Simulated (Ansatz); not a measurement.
# GaH2S radical (SMILES [SH][GaH]): functionals against CCSD(T) at one geometry

An exercise on one series of results from a longer session: the logs are not shown, and one member is left open.

Program: Ansatz 0.2.0, Gaussian basis. Level of theory: single points in def2-TZVPP. These are calculated values, not measurements.

Cores are frozen in the correlated methods. Filled d shells of the heavier atoms are correlated. Orbitals are unrestricted.

### The starting structure

4 atoms, charge 0, spin multiplicity 2.

Atoms are counted from 1 here; the program's logs count them from 0.

Bond lengths: S1–Ga2 2.363 Å, S1–H3 1.295 Å, Ga2–H4 1.793 Å. Angles: Ga2–S1–H3 90.3°, S1–Ga2–H4 120.1°.

Coordinates:

```
S     0.29160   -1.43990   -0.04440
Ga    0.28700    0.92150   -0.12920
H     0.54570   -1.40030    1.22460
H    -1.00890    1.78800   -1.01580
```

The first run:

run/in.yaml

```yaml
crystal:
  periodic: [false, false, false]
  atoms:
    - {symbol: S, position_ang: [0.291600, -1.439900, -0.044400]}
    - {symbol: Ga, position_ang: [0.287000, 0.921500, -0.129200]}
    - {symbol: H, position_ang: [0.545700, -1.400300, 1.224600]}
    - {symbol: H, position_ang: [-1.008900, 1.788000, -1.015800]}
basis:
  gaussian: {orbitals: def2-TZVPP}
magnetization: {spin_polarized: true, initial_magnetization: 1}
correlation: {method: ccsd_t}
scf: {omitted_lower_state_checks: [cluster_reference]}
output: {forces: true}
```

The command line of these runs was not kept.

Among the steps run: CCSD(T)/def2-TZVPP; PBE0-D4/def2-TZVPP; wB97M-V/def2-TZVPP; r2SCAN-D4/def2-TZVPP; PBE-D4/def2-TZVPP; r2SCANh-D4/def2-TZVPP; CAM-B3LYP-D4/def2-TZVPP.

One of the session's tables, all rows but one given; the rest of the session is left out.

```
      method  RMS force component (eV/Å)  angle to CCSD(T) forces (°)  dipole (D)
     CCSD(T)                       0.877                    reference        1.59
     PBE0-D4                       0.858                          4.1        1.66
     wB97M-V                           ?                            ?           ?
   r2SCAN-D4                       0.862                          4.2        1.59
      PBE-D4                       0.861                         14.8        1.47
  r2SCANh-D4                       0.861                          2.2        1.64
CAM-B3LYP-D4                       0.838                          1.5        1.74
```

Q: Estimate the row for wB97M-V from the others.

**Answer.** RMS force component (eV/Å): 0.867; angle to CCSD(T) forces (°): 0.7; dipole (D): 1.73. In the column «RMS force component (eV/Å)» it lies between r2SCAN-D4 (0.862) and CCSD(T) (0.877).
